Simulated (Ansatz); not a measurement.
# C2H7BO, SMILES CBOC: a rigid torsion scan

Computed with the Python package of Ansatz (0.2.0).

At the Python prompt:
```pycon
>>> import ansatz as az
>>> from ase import Atoms
>>> atoms = Atoms(["C", "B", "O", "C", "H", "H", "H", "H", "H", "H", "H"], positions=[
...     [-1.0093, 1.2342, -0.2178],
...     [-0.8465, -0.2646, 0.0869],
...     [0.1257, -1.0391, -0.6741],
...     [1.4405, -1.0199, 0.0589],
...     [-1.331, 1.3948, -1.3149],
...     [-1.8716, 1.6969, 0.4074],
...     [-0.094, 1.8383, -0.0197],
...     [-1.4885, -0.782, 0.8811],
...     [2.1189, -1.6091, -0.4575],
...     [1.2539, -1.5076, 1.0865],
...     [1.7672, 0.0011, 0.1839],
... ])
>>> # relax first, so that the scan starts from a minimum
>>> first = (
...     az.Crystal.molecule_from_ase(atoms).calculation()
...     .basis(gaussian="def2-SVP")
...     .functional("pbe0")
...     .relax(force_tolerance=0.02, max_steps=80)
... )
>>> atoms.positions = first.run(threads=1).report["positions_ang"]

>>> start = atoms.get_dihedral(2, 1, 0, 4)
>>> energies = {}
>>> for turn in range(0, 121, 15):
...     turned = atoms.copy()
...     turned.set_dihedral(2, 1, 0, 4, start + turn, indices=[0, 4, 5, 6])
...     model = (
...         az.Crystal.molecule_from_ase(turned).calculation()
...         .basis(gaussian="def2-SVP")
...         .functional("pbe0")
...     )
...     energies[round((start + turn) % 360)] = model.run(threads=1).report["free_energy_ev"]
...
>>> floor = min(energies.values())
>>> print("dihedral O2-B1-C0-H4 (deg)   E - E(min) (eV)")
dihedral O2-B1-C0-H4 (deg)   E - E(min) (eV)
>>> for angle, e in sorted(energies.items()):
...     print(f"{angle:8d} {(e - floor):14.3f}  " + "#" * int(30 * (e - floor) / max(max(energies.values()) - floor, 1e-9)))
...
       0          0.000
      15          0.007  ###
      30          0.023  #############
      45          0.042  #######################
      60          0.053  ##############################
      75          0.053  #############################
      90          0.042  #######################
     105          0.029  ################
     120          0.020  ###########
```

The scan is rigid and the energies are electronic, in a modest basis. With rigid groups the curve can differ much from the relaxed path, the start wasn't checked as a minimum of this torsion, and equivalent turns needn't return to the same energy. Timing: 81 s on 1 thread of Arm Neoverse V2, with other jobs on the host, peak memory 0.24 GiB.

(Lines on the test bed's own set-up are left out of the output.)
